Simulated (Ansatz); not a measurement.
The same path of a periodic cell of 25 atoms, Zn$_{12}$O$_{13}$ (surface ZnO(100), adsorbate O) was run twice with different band settings. Lost on the way: Zn22–O25. Made: Zn10–O25.

All numbers below come from DFT PBE, scalar-relativistic, plane waves, PAW in Ansatz 0.2.0. Settings: cutoff 420 eV, k mesh 2x2x1, gaussian smearing 0.02 eV, spin collinear.

Relaxed end points:

```xyz
25
Lattice="6.4986 0.0000 0.0000 0.0000 5.2057 0.0000 0.0000 0.0000 18.5660" Properties=species:S:1:pos:R:3
Zn 1.625 2.603 1.000
Zn 0.000 0.000 1.938
O 0.000 1.973 1.938
O 1.625 4.576 1.000
Zn 0.000 2.643 3.864
Zn 1.641 0.030 4.805
O 1.629 2.024 4.819
O 0.000 4.623 3.890
Zn 1.566 2.603 6.767
Zn 0.000 0.155 7.393
O 0.000 2.000 7.689
O 1.645 4.614 6.725
Zn 4.874 2.603 1.000
Zn 3.249 0.000 1.938
O 3.249 1.973 1.938
O 4.874 4.576 1.000
Zn 3.249 2.639 3.862
Zn 4.857 0.030 4.805
O 4.869 2.024 4.819
O 3.249 4.615 3.871
Zn 4.932 2.603 6.767
Zn 3.249 -0.340 7.857
O 3.249 2.030 7.706
O 4.853 4.614 6.725
O 3.249 3.094 8.810
```

```xyz
25
Lattice="6.4986 0.0000 0.0000 0.0000 5.2057 0.0000 0.0000 0.0000 18.5660" Properties=species:S:1:pos:R:3
Zn 1.625 2.603 1.000
Zn 0.000 0.000 1.938
O 0.000 1.973 1.938
O 1.625 4.576 1.000
Zn 0.000 2.639 3.862
Zn 1.608 0.030 4.805
O 1.620 2.024 4.819
O 0.000 4.615 3.871
Zn 1.682 2.603 6.767
Zn 0.000 -0.340 7.857
O 0.000 2.030 7.706
O 1.604 4.614 6.725
Zn 4.874 2.603 1.000
Zn 3.249 0.000 1.938
O 3.249 1.973 1.938
O 4.874 4.576 1.000
Zn 3.249 2.643 3.864
Zn 4.891 0.030 4.805
O 4.879 2.024 4.819
O 3.249 4.623 3.890
Zn 4.816 2.603 6.767
Zn 3.249 0.155 7.393
O 3.249 2.000 7.689
O 4.894 4.614 6.725
O 6.498 3.094 8.810
```

Common settings: spring 5.0 eV/Å²; force threshold 0.05 eV/Å; end points relaxed; atoms held 1, 2, 3, 4, 13, 14, 15, 16.

| run | movable images | climbing image | optimiser | start path | iteration limit |
| --- | --- | --- | --- | --- | --- |
| 1 | 5 | yes | fire | IDPP | 33 |
| 2 | 2 | no | quadratic models (default) | default | 50 |

**Question.** What does each run give, and how far can it be trusted?

**Answer.** Run 1: not converged after 33 iterations, highest image 2.119 eV above the first end. The band didn't meet its force threshold, so its energies are provisional: the largest band force was still 0.43 eV/Å, and over the last iterations the top moved between 2.12 and 2.14 eV.
Run 2: converged after 10 iterations, highest image 0.889 eV above the first end. No image climbed, so the highest image needn't sit at the top of the path.
Limits of this set-up: coarse k mesh, thin slab, slab without dipole correction.
